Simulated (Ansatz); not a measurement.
**singlet [SnH3O2]−: levels of theory compared**

We compute a comparison of 4 runs (HF/3-21G, PBE/def2-SVPD, PBE0/def2-SVPD, MP2/def2-SVPD) of singlet [SnH3O2]−. 

The calculation is run with Ansatz 0.2.0.

33 further runs of the same task are left out: 33 set aside as unsound or not needed. Runs told in other sessions of the task aren't counted.

**1. The structure to begin with**

The species is [SnH3O2]− (6 atoms), meant as a singlet with charge -1. SMILES of the parent species: `[OH][SnH][OH]`. The coordinates come from a PBE0-D4/def2-TZVP relaxation. This is one conformer, not always the lowest. That shape belongs to the parent species and isn't relaxed for this state.

Bond lengths: O1–Sn2 1.978 Å, Sn2–O3 1.963 Å, O1–H4 0.960 Å, Sn2–H5 1.748 Å, O3–H6 0.962 Å. Angles: O1–Sn2–O3 99.7°, O1–Sn2–H5 110.6°, O3–Sn2–H5 104.3°, Sn2–O1–H4 115.0°, Sn2–O3–H6 112.0°.

**2. A single-point energy at HF/3-21G (run 1)**

File molecule.yaml:

```yaml
crystal:
  periodic: [false, false, false]
  atoms:
    - {symbol: O, position_ang: [-1.248300, -0.684700, -0.233400]}
    - {symbol: Sn, position_ang: [0.417000, 0.302500, -0.639600]}
    - {symbol: O, position_ang: [1.413900, -0.038300, 1.016700]}
    - {symbol: H, position_ang: [-1.852000, -0.783400, -0.973600]}
    - {symbol: H, position_ang: [0.128600, 2.026100, -0.624300]}
    - {symbol: H, position_ang: [1.182700, -0.886000, 1.408100]}
basis:
  gaussian:
    orbitals: 3-21G-spherical.json
hamiltonian:
  xc: hf
total_charge: -1
output:
  orbitals: {seedname: orbitals}
accuracy: high
```

The basis set 3-21G is read from a file made from the Basis Set Exchange's data (not shown).

Command:

```bash
ansatz run molecule.yaml --threads 1 --pin off --max-ram 2610MiB --events-out events.jsonl --progress --plain --runs-dir runs
```

The log of the run:

```text
Warning: RAYON_NUM_THREADS=1 ignored (pool sized by the plan → 1); use --threads N
Functional definition: HF
  name "HF"
  exchange = exact_x
  correlation = 0
1106 factors; integrals over basis functions are off by at most 5.2e-9 eV
mean field evaluation 1: about -167264.8437 eV, gradient 2.1e1 eV
mean field evaluation 2: about -167265.1438 eV, gradient 2.2e1 eV
mean field evaluation 4: about -167266.3123 eV, gradient 2.2e0 eV
mean field evaluation 8: about -167266.3339 eV, gradient 8.5e-2 eV
mean field evaluation 16: about -167266.3340 eV, gradient 1.7e-8 eV
mean field -167266.33401003 eV, -6146.9243976754 hartree, gradient 1.7e-8 eV, S^2 0.000000; 0 other end points of the search recorded, 0 dependent functions left out
reference -167266.33401003 eV, -6146.9243976754 hartree; 35, 35 occupied and 20, 20 virtual orbitals, 1106 factors
Total energy: -167266.33401003 eV, -6146.9243976754 hartree
```

Wall time 0.9 s (1 thread of Arm Neoverse V2, shared host); peak memory 0.13 GiB.

**3. The energy at PBE/def2-SVPD (core potential) (run 2)**

File job.yaml:

```yaml
crystal:
  periodic: [false, false, false]
  atoms:
    - symbol: O
      position_ang: [-1.248300, -0.684700, -0.233400]
    - symbol: Sn
      position_ang: [0.417000, 0.302500, -0.639600]
    - symbol: O
      position_ang: [1.413900, -0.038300, 1.016700]
    - symbol: H
      position_ang: [-1.852000, -0.783400, -0.973600]
    - symbol: H
      position_ang: [0.128600, 2.026100, -0.624300]
    - symbol: H
      position_ang: [1.182700, -0.886000, 1.408100]
basis:
  gaussian:
    orbitals: def2-SVPD
total_charge: -1
hamiltonian:
  xc: {name: PBE}
accuracy: high
output: {orbitals: {seedname: orbitals}}
```

Command:

```bash
ansatz run job.yaml --threads 1 --pin off --max-ram 2610MiB --events-out events.jsonl --progress --plain --runs-dir runs
```

The log of the run:

```text
Warning: RAYON_NUM_THREADS=1 ignored (pool sized by the plan → 1); use --threads N
Functional definition: PBE
  name "PBE"
  parameter kappa = 0.804
  parameter beta = 0.06672455060314922
  exchange = pbe_x(kappa = kappa, mu = beta*pi^2/3)
  correlation = pbe_c(beta = beta)
2188 factors; integrals over basis functions are off by at most 3.0e-9 eV
mean field evaluation 1: about -9965.8565 eV, gradient 3.6e1 eV
mean field evaluation 2: about -9954.5450 eV, gradient 8.6e1 eV
mean field evaluation 4: about -9968.4760 eV, gradient 2.4e0 eV
mean field evaluation 8: about -9968.4954 eV, gradient 7.8e-2 eV
mean field evaluation 16: about -9968.4954 eV, gradient 1.0e-5 eV
mean field -9968.49544824 eV, -366.3354508338 hartree, gradient 7.1e-8 eV, S^2 0.000000; 0 other end points of the search recorded, 0 dependent functions left out
reference -9968.49545213 eV, -366.3354509768 hartree; 21, 21 occupied and 81, 81 virtual orbitals, 2188 factors
Total energy: -9968.49545213 eV, -366.3354509768 hartree
```

Run time: 6.9 s. Hardware: 1 thread of Arm Neoverse V2, shared host; peak memory 0.28 GiB.

Run 3 isn't shown in full; the table further down has it.

**4. A single-point energy at MP2/def2-SVPD (core potential) (run 4)**

File in.yaml:

```yaml
crystal:
  periodic: [false, false, false]
  atoms:
    - {symbol: O, position_ang: [-1.248300, -0.684700, -0.233400]}
    - {symbol: Sn, position_ang: [0.417000, 0.302500, -0.639600]}
    - {symbol: O, position_ang: [1.413900, -0.038300, 1.016700]}
    - {symbol: H, position_ang: [-1.852000, -0.783400, -0.973600]}
    - {symbol: H, position_ang: [0.128600, 2.026100, -0.624300]}
    - {symbol: H, position_ang: [1.182700, -0.886000, 1.408100]}
basis:
  gaussian:
    orbitals: def2-SVPD
total_charge: -1
correlation:
  method: mp2
  frozen_orbitals: {H: 0, O: 1, Sn: 4}
accuracy: high
```

Command:

```bash
ansatz run in.yaml --threads 1 --pin off --max-ram 2610MiB --events-out events.jsonl --progress --plain --runs-dir runs
```

The log of the run:

```text
Warning: RAYON_NUM_THREADS=1 ignored (pool sized by the plan → 1); use --threads N
[... 4 set-up lines as earlier in the session ...]
2188 factors; integrals over basis functions are off by at most 3.0e-9 eV
mean field evaluation 1: about -9923.4540 eV, gradient 2.3e1 eV
mean field evaluation 2: about -9923.5577 eV, gradient 2.4e1 eV
mean field evaluation 4: about -9924.8809 eV, gradient 3.3e0 eV
mean field evaluation 8: about -9924.9215 eV, gradient 2.0e-1 eV
mean field evaluation 16: about -9924.9223 eV, gradient 2.5e-8 eV
mean field -9924.92232380 eV, -364.7341680459 hartree, gradient 3.0e-8 eV, S^2 0.000000; 0 other end points of the search recorded, 0 dependent functions left out
6 core orbitals not correlated: weight in the atoms' cores, before any rotation towards them, 1.000 or more for the frozen orbitals, at most 0.000 for the correlated occupied ones
reference -9924.92232380 eV, -364.7341680459 hartree; 15, 15 occupied and 81, 81 virtual orbitals, 2188 factors
second order -14.66612833 eV of doubles, -0.00000000 eV of singles
Total energy: -9939.58845213 eV, -365.2731383209 hartree
```

Wall time 4.2 s (1 thread of Arm Neoverse V2, shared host); peak memory 0.3 GiB.

**5. The series**

| run | level | core potential | frozen core orbitals | energy (Eh) | HOMO energy (eV) | LUMO energy (eV) | HOMO–LUMO gap (eV) | wall time |
| --- | --- | --- | --- | --- | --- | --- | --- | --- |
| 1 | HF/3-21G | none | – | -6146.924398 | -0.84 | 8.88 | 9.72 | 0.9 s |
| 2 | PBE/def2-SVPD (core potential) | def2-SVPD | – | -366.335451 | 1.18 | 3.54 | 2.37 | 6.9 s |
| 3 | PBE0/def2-SVPD (core potential) | def2-SVPD | – | -366.338454 | 0.34 | 4.17 | 3.83 | 8.1 s |
| 4 | MP2/def2-SVPD (core potential) | def2-SVPD | 6 | -365.273138 | – | – | – | 4.2 s |

**6. What came out**

| quantity | value |
| --- | --- |
| run 4: total energy | -365.27314 Eh |
| run 4: correlation energy (6 core orbitals frozen) | -539.0 mEh |

In words: Over runs 1, 2, 3 the HOMO–LUMO gap runs from 2.37 eV (PBE/def2-SVPD) to 9.72 eV (HF/3-21G). The two ends differ in method and basis and core potential. The empty levels of an anion lie above zero and hang on the basis. Totals of different functionals can't be ranked against each other. Some runs of one species differ in core potentials or relativity; totals across that change don't compare. In runs 2, 3 the HOMO lies above zero, from self-interaction, a short basis or an electron that isn't bound. In run 1 relativity is left out where basis or elements ask for it. All runs together took 20 s, the longest 8.1 s.
